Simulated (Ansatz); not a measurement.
# C3H5Ga: a ladder of functionals and wavefunction methods

One table from this session's results is given with a row withheld; the runs are named, their logs left out.

Program: Ansatz 0.2.0, Gaussian basis. Level of theory: functionals in def2-TZVPP, the program's frozen cores in correlated methods. These are calculated values, not measurements.

Plan: LDA (SPW92), PBE-D4, revPBE-D4, BLYP-D4, r2SCAN-D4, B97M-V, PBE0-D4, B3LYP-D4, r2SCANh-D4, r2SCAN0-D4, HSE06-D4, BHLYP-D4, CAM-B3LYP-D4, LC-ωPBE, ωB97X-V, ωB97M-V, B2PLYP, PBE-QIDH; CCSD(T)/def2-SVP; CCSD(T)/def2-TZVPP; MP2/def2-QZVPP; extrapolation to the limit; RPA on PBE.

## The relaxed structure

All runs share one geometry, relaxed beforehand with PBE0-D4 in a triple-zeta def2 set.

9 atoms, charge 0, spin multiplicity 1.

Atoms are counted from 1 here; the program's logs count them from 0.

Bond lengths: C1–C2 1.327 Å, C1–H5 1.091 Å, C1–H6 1.085 Å, C2–C3 1.508 Å, C2–Ga4 1.902 Å, C3–Ga4 1.982 Å, C3–H7 1.094 Å, C3–H8 1.090 Å, Ga4–H9 1.538 Å. Angles: C2–C1–H5 121.4°, C2–C1–H6 121.8°, H5–C1–H6 116.7°, C1–C2–C3 132.2°, C1–C2–Ga4 146.3°, C3–C2–Ga4 70.0°, C2–C3–Ga4 64.4°, C2–C3–H7 113.7°, C2–C3–H8 119.8°, Ga4–C3–H7 107.3°, Ga4–C3–H8 132.2°, H7–C3–H8 111.5°, C2–Ga4–C3 45.6°, C2–Ga4–H9 160.8°, C3–Ga4–H9 153.5°.

As a file:

```xyz
9
charge 0, multiplicity 1
C    -0.1823    1.1684   -1.1195
C     0.0792    0.4299   -0.0487
C     0.6079   -0.9733    0.1102
Ga   -0.6112   -0.3503    1.5429
H     0.1649    0.8747   -2.1112
H    -0.7375    2.0980   -1.0520
H     1.6146   -1.0191    0.5361
H     0.4815   -1.6950   -0.6974
H    -1.4172   -0.5332    2.8397
```

The first run:

Contents of in.yaml:

```yaml
crystal:
  periodic: [false, false, false]
  atoms:
    - {symbol: C, position_ang: [-0.182269, 1.168368, -1.119466]}
    - {symbol: C, position_ang: [0.079169, 0.429886, -0.048728]}
    - {symbol: C, position_ang: [0.607941, -0.973289, 0.110191]}
    - {symbol: Ga, position_ang: [-0.611233, -0.350339, 1.542899]}
    - {symbol: H, position_ang: [0.164912, 0.874676, -2.111249]}
    - {symbol: H, position_ang: [-0.737472, 2.098001, -1.051960]}
    - {symbol: H, position_ang: [1.614579, -1.019075, 0.536071]}
    - {symbol: H, position_ang: [0.481515, -1.695028, -0.697403]}
    - {symbol: H, position_ang: [-1.417152, -0.533210, 2.839655]}
basis:
  gaussian: {orbitals: def2-TZVPP}
hamiltonian: {xc: lda}
output: {orbitals: {seedname: orbitals}}
```

Run with:

```bash
$ ansatz run in.yaml --threads 2 --pin off --events-out ev --progress --plain --max-ram 4352MiB
```

Steps of the session up to this table: LDA; PBE-D4 (GGA); revPBE-D4 (GGA); BLYP-D4 (GGA); r2SCAN-D4 (meta-GGA); B97M-V (meta-GGA); B3LYP-D4 (hybrid); r2SCANh-D4 (hybrid); r2SCAN0-D4 (hybrid); HSE06-D4 (hybrid); BHLYP-D4 (hybrid); CAM-B3LYP-D4 (range-separated); LC-ωPBE (range-separated); ωB97X-V (range-separated); ωB97M-V (range-separated); B2PLYP (double hybrid); PBE-QIDH (double hybrid).

One table of the session follows, with a row left open; its other results are not shown here.

It belongs to the step «Frontier levels by functional». 

| functional | HOMO (eV) | LUMO (eV) | gap (eV) |
| --- | --- | --- | --- |
| LDA (SPW92) | -5.18 | -2.73 | 2.45 |
| PBE-D4 | -5.01 | -2.47 | 2.55 |
| revPBE-D4 | -4.95 | -2.35 | 2.59 |
| BLYP-D4 | -4.88 | -2.40 | 2.49 |
| r2SCAN-D4 | -5.20 | -2.23 | 2.97 |
| B97M-V | -5.20 | -2.38 | 2.82 |
| PBE0-D4 | -6.02 | -1.66 | 4.37 |
| B3LYP-D4 | ? | ? | ? |
| r2SCANh-D4 | -5.58 | -1.94 | 3.64 |
| r2SCAN0-D4 | -6.15 | -1.52 | 4.63 |
| HSE06-D4 | -5.63 | -2.02 | 3.61 |
| BHLYP-D4 | -6.93 | -0.87 | 6.06 |
| CAM-B3LYP-D4 | -7.29 | -0.74 | 6.54 |
| LC-ωPBE | -8.55 | 0.42 | 8.97 |
| ωB97X-V | -8.23 | 0.29 | 8.51 |
| ωB97M-V | -8.13 | 0.08 | 8.20 |

Estimate the missing values for B3LYP-D4.

Worked estimate for «HOMO (eV)». Against the share of exact exchange, BLYP-D4 (0, -4.88), BHLYP-D4 (0.5, -6.93) give a slope of -4.10 per unit share; at 0.2 the line stands at -5.70.

The run gave: HOMO (eV): -5.85; LUMO (eV): -1.92; gap (eV): 3.93. In «HOMO (eV)» the line misses by +0.15.
